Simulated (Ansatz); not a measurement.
Task: a scan of the Hubbard U of BaTiO₃, space group Pm-3m, with the Python package of Ansatz (0.2.0). Give the script and its output. Level of theory (first run): LDA, PAW, the default cutoff (420 eV here), 4×4×4 k-points, fixed occupations.

```xyz
5
Lattice="4.0060 0.0000 0.0000 0.0000 4.0060 0.0000 0.0000 0.0000 4.0060" Properties=species:S:1:pos:R:3 pbc="T T T"
Ba    2.0030    2.0030    2.0030
Ti    0.0000    0.0000    0.0000
O     2.0030    0.0000    0.0000
O     0.0000    2.0030    0.0000
O     0.0000    0.0000    2.0030
```

`plus_u.py`:
```python
import ansatz as az
import numpy as np

params = {
    "mesh": (4, 4, 4),
    "functional": "LDA",
}


def count_gap(report):
    # lowest empty less highest filled band, counting bands; zero where they overlap
    return max(report.get("gap_by_band_count_ev") or 0.0, 0.0)

lattice = az.Lattice.of(
    [4.006, 0.0, 0.0],
    [0.0, 4.006, 0.0],
    [0.0, 0.0, 4.006],
)
sites = [
    ("Ba", [0.5, 0.5, 0.5]),
    ("Ti", [0.0, 0.0, 0.0]),
    ("O", [0.5, 0.0, 0.0]),
    ("O", [0.0, 0.5, 0.0]),
    ("O", [0.0, 0.0, 0.5]),
]
batio3 = az.Crystal(lattice=lattice)
for symbol, position in sites:
    batio3 = batio3.atom(symbol, position)

calculation = (
    batio3.calculation()
    .kpoints(*params["mesh"])
    .occupations(az.OccupationsMethod.FIXED)
    .functional(params["functional"])
    .band_table()
)
rows = []
for u in [0.0, 2.0, 4.0, 6.0]:
    r = calculation.hubbard("Ti", "d", u_eff=u).run().report
    shell = r["hubbard"]["n_scf"]
    rows.append((u, count_gap(r), sum(shell) / len(shell), r["n_iterations"]))
for row in rows:
    print("; ".join(f"{name} = {round(v, 4) if isinstance(v, float) else v}" for name, v in zip(["U_eff eV", "gap by band count eV", "Ti d occupation (projector)", "iterations"], row)))
```

`python plus_u.py` gives:
```text
DeckWarning: basis.ecutwfc = 420 eV, auto-derived from the records' recommended cutoffs: set by Ba (normal level)
U_eff eV = 0.0; gap by band count eV = 1.702; Ti d occupation (projector) = 2.3855; iterations = 8
U_eff eV = 2.0; gap by band count eV = 1.9014; Ti d occupation (projector) = 2.3012; iterations = 8
U_eff eV = 4.0; gap by band count eV = 2.1342; Ti d occupation (projector) = 2.2117; iterations = 8
U_eff eV = 6.0; gap by band count eV = 2.4105; Ti d occupation (projector) = 2.1168; iterations = 9
```
(Warnings from the package without file and line.)

From U = 0 to 6 eV the gap on the mesh goes from 1.70 eV to 2.41 eV.

Reading the output:
- Spin is left out of this run.
- Semilocal gaps usually lie well under measured ones.
- With fixed filling the reported Fermi level is the top filled level among the k-points of the SCF.
- This is a high-temperature or high-pressure form, not the ambient phase.
- The structure is a deposited one; some such entries were measured under pressure or heat, so a shift against it needn't be the functional's error alone.
- Gaps and levels are Kohn-Sham values on a finite set of k-points, without spin-orbit coupling.
- Shell occupations and the effect of U depend on the projectors; a run with no .spin step is spin-unpolarised, and each U may end in a state that isn't the lowest.
- Finished in 7.6 s on 1 thread of Arm Neoverse V1 (shared host), peak memory 0.4 GiB.
